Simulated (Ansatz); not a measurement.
**ClGeH₄Sn radical: a ladder of functionals and wavefunction methods**

The task here is to estimate one member of a computed series from the others.

Method: functionals in def2-TZVPP, the program's frozen cores in correlated methods; program: Ansatz 0.2.0, Gaussian basis.

The runs, in order: LDA (SPW92), PBE-D4, revPBE-D4, BLYP-D4, r2SCAN-D4, B97M-V, PBE0-D4, B3LYP-D4, r2SCANh-D4, r2SCAN0-D4, HSE06-D4, BHLYP-D4, CAM-B3LYP-D4, LC-ωPBE, ωB97X-V, ωB97M-V, B2PLYP, PBE-QIDH; CCSD(T)/def2-SVP; CCSD(T)/def2-TZVPP; MP2/def2-QZVPP; extrapolation to the limit; RPA on PBE.

## Structure used throughout

The geometry comes from an earlier relaxation with PBE0-D4 in a triple-zeta def2 set; it is a stationary point, not always the lowest conformer. Sn takes the def2 core potential; no spin-orbit term is included.

SMILES `[Cl][SnH][GeH3]`, 7 atoms, charge 0, spin multiplicity 2.

Atoms are counted from 1 here; the program's logs count them from 0.

Bond lengths: Cl1–Sn2 2.356 Å, Sn2–Ge3 2.633 Å, Sn2–H4 1.730 Å, Ge3–H5 1.537 Å, Ge3–H6 1.534 Å, Ge3–H7 1.537 Å. Angles: Cl1–Sn2–Ge3 104.1°, Cl1–Sn2–H4 102.9°, Ge3–Sn2–H4 114.1°, Sn2–Ge3–H5 109.9°, Sn2–Ge3–H6 108.2°, Sn2–Ge3–H7 109.1°, H5–Ge3–H6 110.1°, H5–Ge3–H7 109.9°, H6–Ge3–H7 109.7°.

Set-up of the first run:

The input, in.yaml:

```yaml
crystal:
  periodic: [false, false, false]
  atoms:
    - {symbol: Cl, position_ang: [-2.597562, -1.374923, 0.079327]}
    - {symbol: Sn, position_ang: [-0.302276, -1.419699, 0.607518]}
    - {symbol: Ge, position_ang: [0.542471, 0.999893, 0.004264]}
    - {symbol: H, position_ang: [0.308054, -2.660953, -0.430809]}
    - {symbol: H, position_ang: [0.264142, 1.296685, -1.478020]}
    - {symbol: H, position_ang: [-0.205162, 2.002663, 0.891533]}
    - {symbol: H, position_ang: [2.051631, 1.088232, 0.280487]}
basis:
  gaussian: {orbitals: def2-TZVPP}
magnetization: {spin_polarized: true, initial_magnetization: 1}
hamiltonian: {xc: lda}
output: {orbitals: {seedname: orbitals}}
```

Among the steps run: LDA; PBE-D4 (GGA); revPBE-D4 (GGA); BLYP-D4 (GGA); r2SCAN-D4 (meta-GGA); B97M-V (meta-GGA); PBE0-D4 (hybrid); B3LYP-D4 (hybrid); r2SCANh-D4 (hybrid); r2SCAN0-D4 (hybrid); HSE06-D4 (hybrid); BHLYP-D4 (hybrid); CAM-B3LYP-D4 (range-separated); LC-ωPBE-D4 (range-separated; the results give it without D4); ωB97X-V (range-separated); ωB97M-V (range-separated); B2PLYP (double hybrid); PBE-QIDH (double hybrid).

One table of the session follows, with a row left open; its other results are not shown here.

It belongs to the step «Orbital energies across the functionals». 

```
  functional  HOMO (eV)  LUMO (eV)  gap (eV)
 LDA (SPW92)      -5.35      -4.70      0.65
      PBE-D4      -5.28      -4.38      0.90
   revPBE-D4      -5.25      -4.26      0.99
     BLYP-D4      -5.09      -4.39      0.71
   r2SCAN-D4      -5.64      -4.12      1.52
      B97M-V      -5.47      -4.53      0.94
     PBE0-D4      -6.30      -3.59      2.70
    B3LYP-D4      -6.05      -3.95      2.11
  r2SCANh-D4      -6.01      -3.84      2.17
  r2SCAN0-D4      -6.56      -3.41      3.15
    HSE06-D4      -5.92      -3.96      1.96
    BHLYP-D4      -7.13      -2.86      4.27
CAM-B3LYP-D4          ?          ?         ?
     LC-ωPBE      -8.76      -1.44      7.32
     ωB97X-V      -8.31      -1.80      6.51
     ωB97M-V      -8.22      -1.92      6.30
```

Q: Estimate the row for CAM-B3LYP-D4 from the others.

As computed: HOMO (eV): -7.44; LUMO (eV): -2.74; gap (eV): 4.69. In the column «HOMO (eV)» it lies between ωB97M-V (-8.22) and BHLYP-D4 (-7.13).
